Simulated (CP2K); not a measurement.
**Two attempts at C2H4ClSi (SMILES [H]/[C]=C/[SiH2]Cl)**

Aim: the energy of C2H4ClSi at PM3.

The results are computed with CP2K 2026.2.

2 further runs of the same task are left out: 2 set aside as unsound or not needed.

### Step 1. The system as given

C2H4ClSi has 8 atoms, charge 0, and is taken as a doublet. SMILES: `[H]/[C]=C/[SiH2]Cl`. Geometry: relaxed at GFN2-xTB.

Bond lengths: C1–C2 1.288 Å, C2–Si3 1.900 Å, Si3–Cl4 2.025 Å, C1–H5 1.065 Å, C2–H6 1.097 Å, Si3–H7 1.462 Å, Si3–H8 1.457 Å. Angles: C1–C2–Si3 123.7°, C2–Si3–Cl4 107.3°, C1–C2–H6 123.2°, Si3–C2–H6 113.0°, C2–C1–H5 141.6°, C2–Si3–H7 109.7°, C2–Si3–H8 111.3°, Cl4–Si3–H7 107.3°, Cl4–Si3–H8 108.9°, H7–Si3–H8 112.1°.

### Step 2. Try one

File gas.inp:

```
&GLOBAL
  PROJECT_NAME gas
  RUN_TYPE ENERGY
  PRINT_LEVEL MEDIUM
&END

&FORCE_EVAL
  METHOD QS
  &DFT
    MULTIPLICITY 2
    UNRESTRICTED_KOHN_SHAM T
    ! Quickstep
    &QS
      METHOD GFN2
      EPS_DEFAULT 1.0E-10
      &SE
        &COULOMB
          CUTOFF [angstrom] 50
          RC_RANGE [angstrom] 0
        &END
        &EXCHANGE
          CUTOFF [angstrom] 50
          RC_RANGE [angstrom] 0
        &END
      &END
    &END
    ! cluster boundary conditions
    &POISSON
      PERIODIC NONE
      POISSON_SOLVER ANALYTIC
    &END
    &SCF
      SCF_GUESS ATOMIC
      EPS_SCF 1.0E-07
      MAX_SCF 150
      ADDED_MOS 8
      &DIAGONALIZATION
        ALGORITHM STANDARD
      &END
      &MIXING
        METHOD DIRECT_P_MIXING
        ALPHA 0.4
      &END
    &END
    &PRINT
      &MOMENTS
        PERIODIC F
        REFERENCE COM
        MAX_MOMENT 1
      &END
      &MO ON
        ENERGIES T
        OCCUPATION_NUMBERS T
        NDIGITS 6
        &EACH
          QS_SCF 0
        &END
        ADD_LAST NUMERIC
      &END
      &HIRSHFELD OFF
      &END
    &END
  &END
  &SUBSYS
    &CELL
      ABC 19.3 19.4 20.3
      PERIODIC NONE
    &END
    &COORD
      UNIT bohr
      C      1.6585559     1.3067834    -2.6314625
      C      0.0408937     1.2853161    -0.8118830
      Si    -0.2827786    -1.4105105     1.5379725
      Cl    -4.0180302    -2.1485430     1.9130831
      H      2.2735106     2.4344397    -4.1800175
      H     -1.3120557     2.8210965    -0.4770236
      H      0.6511051    -0.6086052     4.0117941
      H      0.9887803    -3.6799771     0.6375369
    &END
    &TOPOLOGY
      &CENTER_COORDINATES
      &END
    &END
  &END
&END
```

On the command line:

```bash
$ OMP_NUM_THREADS=1 cp2k.psmp -i gas.inp -o gas.out
```

The program printed:

```text
*******************************************************************************
 *   ___                                                                       *
 *  /   \                                                                      *
 * [ABORT]                                                                     *
 *  \___/                   invalid value for enumeration:GFN2                 *
 *    |                                                                        *
 *  O/|                                                                        *
 * /| |                                                                        *
 * / \                                     input/input_enumeration_types.F:215 *
 *******************************************************************************

 ===== Routine Calling Stack =====

            6 val_create_parsing
            5 section_vals_parse
            4 section_vals_parse
            3 section_vals_parse
            2 section_vals_parse
            1 read_input
```

Wall time 1.1 s (1 thread of AMD EPYC 7R43 (Zen 3), shared host); peak memory 0.16 GiB.

### Step 3. What went wrong

The input was rejected.

The log says `\___/                   invalid value for enumeration:GFN2`. What is wrong: the keyword for the method is given a word that it doesn't take.

### Step 4. Second attempt

File molecule.inp:

```
&GLOBAL
 PROJECT molecule
 RUN_TYPE ENERGY
 PRINT_LEVEL MEDIUM
&END
&FORCE_EVAL
 METHOD QS
 &DFT
  CHARGE 0
  MULTIPLICITY 2
  UKS T
  &QS
   METHOD PM3
   EPS_DEFAULT 1.0E-10
   &SE
    &COULOMB
     CUTOFF [angstrom] 50
     RC_RANGE [angstrom] 0
    &END
    &EXCHANGE
     CUTOFF [angstrom] 50
     RC_RANGE [angstrom] 0
    &END
   &END
  &END
  &POISSON
   PERIODIC NONE
   POISSON_SOLVER ANALYTIC
  &END
  &SCF
   SCF_GUESS ATOMIC
   EPS_SCF 1.0E-07
   MAX_SCF 150
   ADDED_MOS 8
   &DIAGONALIZATION
    ALGORITHM STANDARD
   &END
   &MIXING
    METHOD DIRECT_P_MIXING
    ALPHA 0.4
   &END
  &END
  &PRINT
   &MOMENTS
    PERIODIC F
    REFERENCE COM
    MAX_MOMENT 1
   &END
   &MO ON
    ENERGIES T
    OCCUPATION_NUMBERS T
    NDIGITS 6
    &EACH
     QS_SCF 0
    &END
    ADD_LAST NUMERIC
   &END
   &HIRSHFELD OFF
   &END
  &END
 &END
 &SUBSYS
  &CELL
   ABC [angstrom] 19.3 19.4 20.3
   PERIODIC NONE
  &END
  &COORD
   UNIT bohr
   C      1.6585559     1.3067834    -2.6314625
   C      0.0408937     1.2853161    -0.8118830
   Si    -0.2827786    -1.4105105     1.5379725
   Cl    -4.0180302    -2.1485430     1.9130831
   H      2.2735106     2.4344397    -4.1800175
   H     -1.3120557     2.8210965    -0.4770236
   H      0.6511051    -0.6086052     4.0117941
   H      0.9887803    -3.6799771     0.6375369
  &END
  &TOPOLOGY
   &CENTER_COORDINATES
   &END
  &END
 &END
&END
```

On the command line:

```bash
$ OMP_NUM_THREADS=1 cp2k.psmp -i molecule.inp -o molecule.out
```

The program printed:

```text
CP2K| version string:                                       CP2K version 2026.2
[...]
 GLOBAL| Method name                                                        CP2K
[...]
 GLOBAL| Run type                                                         ENERGY
[...]
                             - Atoms:                                          8
[...]
                             - Spherical basis functions:                     20
[...]
 Number of electrons:                                                         12
[...]
     1 P_Mix/Diag. 0.40E+00    0.0     0.41791455       -20.4684622493 -2.05E+01
[...]
    28 DIIS/Diag.  0.13E-06    0.0     0.00000008       -25.2336229147 -2.42E-13
  *** SCF run converged in    28 steps ***
  Core-core repulsion energy [eV]:                           1070.42543875377874
  Core Hamiltonian energy [eV]:                             -1022.18054075453028
  Two-electron integral energy [eV]:                        -1469.77339444300515
  Electronic energy [eV]:                                   -1757.06723797603286
  Total energy [eV]:                                         -686.64179922225424
  Atomic reference energy [eV]:                               687.55204806137374
  Heat of formation [kcal/mol]:                                20.99083855654613
[...]
 SE_DIPOLE| Moment [Debye]         -1.67021839      -1.07152109       0.22699350
 SE_DIPOLE| Derivative [a.u.]       0.00000000       0.00000000       0.00000000
 ENERGY| Total FORCE_EVAL ( QS ) energy [hartree]            -25.233622914654344
[...]
```

Wall time 1.3 s (1 thread of AMD EPYC 7R43 (Zen 3), shared host); peak memory 0.18 GiB.

### Step 5. Summary of results

Level: PM3.

| quantity | value |
| --- | --- |
| total energy | -25.23362 Eh |
| dipole moment | 2.00 D |
| HOMO energy (highest over α and β) | -9.23 eV |
| LUMO energy (lowest over α and β) | -0.40 eV |
| heat of formation | 21.0 kcal/mol |
